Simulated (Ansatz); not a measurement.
## GdO in Ansatz: the effect of Hubbard term

Crystal: GdO.

```
Gd O
1.0
     0.00000    2.70000    2.70000
     2.70000    0.00000    2.70000
     2.70000    2.70000    0.00000
Gd O
1 1
Direct
  0.00000 0.00000 0.00000
  0.75000 0.75000 0.75000
```

Alike in all runs:

| Quantity | Value |
| --- | --- |
| Program | Ansatz 0.2.0 |
| Task | projected density of states |
| Functional | PBEsol |
| Potentials or basis | Ansatz PAW |
| Cutoff | 420 eV (not typed: the program's choice for these potentials) |
| k mesh | 9 × 9 × 9 |
| Occupations | fermi-dirac, width 0.05 eV |
| Spin | collinear spin, ferromagnetic start |
| Starting moments | [7.0, 0.0] μB |
| Hubbard projectors | ortho-atomic (the default) |
| Double counting | fll (the default) |

```csv
Hubbard term,pressure (GPa),moment (μB)
none,?,?
Gd f U = 1 eV,-4.5,7.68
Gd f U = 2 eV,-4.4,7.82
Gd f U = 3 eV,-4.3,7.85
Gd f U = 4 eV,-4.2,7.88
Gd f U = 5 eV,-4.1,7.91
Gd f U = 6 eV,-3.9,7.92
Gd f U = 8 eV,-3.7,7.93
```

What does the run with Hubbard term none give?

Pressure -4.5 GPa; moment 7.51 μB.

Worked out: A straight line through the other rows of the pressure, of slope 0.116 GPa per eV, extrapolates to -4.6 GPa, against the run's -4.5. A parabola through the other rows of the moment, of slope 0.0967 μB per eV there, extrapolates to 7.62 μB, against the run's 7.51.

Caveats: spin-orbit coupling is left out, which moves the levels of the heavy elements; a cell with one magnetic atom can't hold antiferromagnetic order, which such compounds often take; the PAW data sets come from PBE, with cores solved anew for the run's functional, which leaves a small shift of forces and pressure; the magnetic or orbital state may not be the lowest (some runs); without U or exact exchange the open f shell lies at the Fermi level, which spoils levels, moments and volumes (some runs).
